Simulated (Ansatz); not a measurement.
# C2H8AlBSi: up Jacob's ladder to CCSD(T)

Aim: compute C2H8AlBSi with functionals from several rungs and with coupled cluster, and see how far each lands from CCSD(T) at the basis-set limit for the atomisation energy.

Computed with Ansatz 0.2.0, Gaussian basis. Level: functionals in def2-TZVPP, the program's frozen cores in correlated methods.

The runs, in order: LDA (SPW92), PBE-D4, revPBE-D4, BLYP-D4, r2SCAN-D4, B97M-V, PBE0-D4, B3LYP-D4, r2SCANh-D4, r2SCAN0-D4, HSE06-D4, BHLYP-D4, CAM-B3LYP-D4, LC-ωPBE, ωB97X-V, ωB97M-V, B2PLYP, PBE-QIDH; CCSD(T)/def2-SVP; CCSD(T)/def2-TZVPP; MP2/def2-QZVPP; extrapolation to the limit; RPA on PBE.

### Step 1. Structure used throughout

The geometry comes from an earlier relaxation with PBE0-D4 in a triple-zeta def2 set; it is a stationary point, not always the lowest conformer.

SMILES `[AlH2][SiH]1CBC1`, 13 atoms, charge 0, spin multiplicity 1.

Atoms are counted from 1 here; the program's logs count them from 0.

Bond lengths: Al1–Si2 2.443 Å, Al1–H6 1.589 Å, Al1–H7 1.588 Å, Si2–C3 1.954 Å, Si2–C5 1.951 Å, Si2–H8 1.489 Å, C3–B4 1.545 Å, C3–H9 1.085 Å, C3–H10 1.093 Å, B4–C5 1.545 Å, B4–H11 1.200 Å, C5–H12 1.093 Å, C5–H13 1.085 Å. Angles: Si2–Al1–H6 121.6°, Si2–Al1–H7 118.8°, H6–Al1–H7 119.6°, Al1–Si2–C3 117.9°, Al1–Si2–C5 118.7°, Al1–Si2–H8 116.2°, C3–Si2–C5 80.6°, C3–Si2–H8 108.9°, C5–Si2–H8 109.2°, Si2–C3–B4 75.7°, Si2–C3–H9 124.4°, Si2–C3–H10 99.8°, B4–C3–H9 120.9°, B4–C3–H10 118.7°, H9–C3–H10 111.6°, C3–B4–C5 109.7°, C3–B4–H11 121.3°, C5–B4–H11 121.4° and more.

### Step 2. LDA

This LDA is Slater exchange with PW92 correlation.

in.yaml reads:

```yaml
crystal:
  periodic: [false, false, false]
  atoms:
    - {symbol: Al, position_ang: [-2.487045, -0.000091, 0.250274]}
    - {symbol: Si, position_ang: [-0.112633, -0.360239, 0.697290]}
    - {symbol: C, position_ang: [1.107030, 1.141565, 0.426335]}
    - {symbol: B, position_ang: [1.082797, 0.418394, -0.938386]}
    - {symbol: C, position_ang: [1.002452, -1.108404, -0.717507]}
    - {symbol: H, position_ang: [-3.598818, -0.339836, 1.333670]}
    - {symbol: H, position_ang: [-2.919654, 0.597249, -1.155568]}
    - {symbol: H, position_ang: [0.220279, -1.026684, 1.986586]}
    - {symbol: H, position_ang: [0.822909, 2.185857, 0.509230]}
    - {symbol: H, position_ang: [1.886968, 0.878790, 1.145111]}
    - {symbol: H, position_ang: [0.602074, 0.935370, -1.909259]}
    - {symbol: H, position_ang: [1.774620, -1.589900, -0.112479]}
    - {symbol: H, position_ang: [0.639221, -1.766569, -1.500398]}
basis:
  gaussian: {orbitals: def2-TZVPP}
hamiltonian: {xc: lda}
output: {orbitals: {seedname: orbitals}}
```

On the command line:

```bash
$ ansatz run in.yaml --threads 4 --pin off --events-out ev --progress --plain --max-ram 10444MiB
```

After this run come: PBE-D4 (GGA); revPBE-D4 (GGA); BLYP-D4 (GGA); r2SCAN-D4 (meta-GGA); B97M-V (meta-GGA); B3LYP-D4 (hybrid); r2SCANh-D4 (hybrid); r2SCAN0-D4 (hybrid); HSE06-D4 (hybrid); BHLYP-D4 (hybrid); CAM-B3LYP-D4 (range-separated); LC-ωPBE (range-separated); ωB97X-V (range-separated); ωB97M-V (range-separated); B2PLYP (double hybrid); PBE-QIDH (double hybrid); CCSD(T) in def2-SVP; CCSD(T) in def2-TZVPP; MP2 in def2-QZVPP; RPA on PBE orbitals.

Before running them: what should the planned runs give, taken together? Wanted: atomisation energy, CCSD(T)/CBS; farthest beyond LDA; mean size of error, GGA; mean size of error, meta-GGA; mean size of error, hybrid; mean size of error, range-separated; mean size of error, double hybrid; gap, smallest and largest; T1 diagnostic.

As calculated:

| quantity | value |
| --- | --- |
| atomisation energy, CCSD(T)/CBS | 4482.6 kJ/mol |
| functionals within 22.4 kJ/mol (0.5 %) | B3LYP-D4, r2SCAN0-D4, CAM-B3LYP-D4, LC-ωPBE, PBE-QIDH |
| farthest beyond LDA | B97M-V (+69.1 kJ/mol) |
| mean size of error, GGA | 40.8 kJ/mol |
| mean size of error, meta-GGA | 55.5 kJ/mol |
| mean size of error, hybrid | 26.9 kJ/mol |
| mean size of error, range-separated | 19.5 kJ/mol |
| mean size of error, double hybrid | 26.7 kJ/mol |
| gap, smallest and largest | 3.21 eV (LDA (SPW92)), 9.68 eV (LC-ωPBE) |
| T1 diagnostic | 0.0132 |
| triples share of the correlation energy | 4.1 % |

LDA overbinds by 560.9 kJ/mol (13 %). PBE-D4 is off by +58.2 kJ/mol. Double hybrids carry the basis error of their MP2 part in triple zeta, and no dispersion term here, so their miss is partly the set-up's. Taken by rung, range-separated functionals do best (19.5 kJ/mol on average) and meta-GGA ones worst beyond LDA (55.5 kJ/mol). GGA functionals lie within the reference's doubt of that worst mean (40.8 kJ/mol), so those two tie. The gap between the best rungs is small, so their order is not settled. Misses under about 22.4 kJ/mol are within the doubt on the reference itself, which lacks core-valence correlation, relativity and higher excitations. Hartree-Fock recovers 76 % of the binding; the rest is correlation. CCSD(T) in def2-SVP is off by -214.8 kJ/mol, more than most functionals: a good method in a small basis is no reference. The gap grows from 3.2 to 9.7 eV across the functionals, mostly with the share of exact exchange.
